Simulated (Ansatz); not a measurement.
# Br2FH: the cost of one run

The runs use Ansatz 0.2.0, Gaussian basis; PBE0-D4/def2-SVP.

104 further runs of the same task are left out: 104 set aside as unsound or not needed.

## 1. Where the work starts

The start, a pair relaxed at PBE0-D4: SMILES `F.BrBr`, 4 atoms, charge 0, spin multiplicity 1.

Atoms are counted from 1 here; the program's logs count them from 0.

Bond lengths: F1–H2 0.926 Å, Br3–Br4 2.281 Å.

Coordinates:

```csv
atom,x (Å),y (Å),z (Å)
F1,-0.24009,-0.14359,-2.00311
H2,-0.03046,0.15958,-1.15346
Br3,-0.24428,-0.96681,2.06600
Br4,0.51472,0.95082,1.09057
```

## 2. The run

The input, md/in.yaml:

```yaml
crystal:
  periodic: [false, false, false]
  atoms:
    - {symbol: F, position_ang: [-0.240090, -0.143590, -2.003105]}
    - {symbol: H, position_ang: [-0.030459, 0.159581, -1.153465]}
    - {symbol: Br, position_ang: [-0.244276, -0.966811, 2.066003]}
    - {symbol: Br, position_ang: [0.514725, 0.950821, 1.090567]}
basis:
  gaussian: {orbitals: def2-SVP}
hamiltonian: {xc: pbe0, dispersion: d4}
md: {n_steps: 30, timestep: 0.25, temperature: 100, ensemble: nvt_nose_hoover, seed: 447, initial_velocities: maxwell_boltzmann}
```

Command:

```sh
$ ansatz run in.yaml --threads 4 --pin off --events-out ev --progress --plain --max-ram 9574MiB
```

**Question.** How long does this run take on 4 threads of Intel Xeon Platinum 8488C, shared host?

About 19 s.
